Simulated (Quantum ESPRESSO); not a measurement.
Crystal: CoO.

```
CELL_PARAMETERS angstrom
0.00000 2.13150 2.13150
2.13150 0.00000 2.13150
2.13150 2.13150 0.00000
ATOMIC_POSITIONS crystal
Co 0.00000 0.00000 0.00000
O 0.50000 0.50000 0.50000
```

Base run:

- Program: Quantum ESPRESSO 7.5
- Functional: PBE
- Potentials or basis: GBRV 1.5 PBE
- Cutoff: 762 eV
- Density cutoff: 6095 eV
- k mesh: 8 × 8 × 8
- Occupations: gaussian, width 0.05 eV
- Spin: no spin polarisation
- Hubbard terms: Co d U = 2 eV

Its results: band gap on the k mesh none (metal or under the smearing width); pressure -19.0 GPa.

The run is repeated on the same cell with these changes: spin from no spin polarisation to collinear spin, ferromagnetic start; magnetic state asked for from nm to fm. What comes out?

Band gap on the k mesh none (metal or under the smearing width); pressure -0.1 GPa; net moment 3.00 μB per cell; site moments Co +2.59; O +0.31 μB.

Caveats: an odd number of electrons without spin polarisation forces a metal (some runs); a magnetic or distorted state may lie lower (some runs); U without spin polarisation on a metal has little footing (some runs); a cell with one magnetic atom can't hold antiferromagnetic order, which such compounds often take (some runs).
